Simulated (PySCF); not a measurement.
# H2NiO2 (Ni(OH)2): the cost of one run

Programs: PySCF 2.14.0, with routines of our own; each step states its level. All values are computed. Atoms count from 0.

### 1 The starting structure

5 atoms, charge 0, states of the metal's open shell are computed; geometry from: model geometry, bond lengths from ionic radii.

### 2 Ligand-field states: state-averaged CASSCF

What the job is given:

```
{"job": {"kind": "lf", "basis": {"metal": "x2c-TZVPall", "ligand": "x2c-SVPall"}, "nevpt": true}, "charge": 0, "metal": "Ni", "open_shell": "d8"}
Ni     0.000000     0.000000     0.000000
O      0.000000     0.000000     1.780000
H      0.800000     0.000000     2.320000
O      0.000000     0.000000    -1.780000
H     -0.800000     0.000000    -2.320000
```

Method: state-averaged CASSCF of the metal d shell, SC-NEVPT2 on the averaged canonical orbitals, state-interaction spin-orbit coupling.

Launch:

```
$ OMP_NUM_THREADS=1 python lf_run.py task.json out
```

One launch serves the whole session: the jobs run in the order shown.

Q: Estimate the wall time and peak memory of this first job on 1 thread of Arm Neoverse V2, shared host.

About 3 s, with a peak of 0.24 GiB.
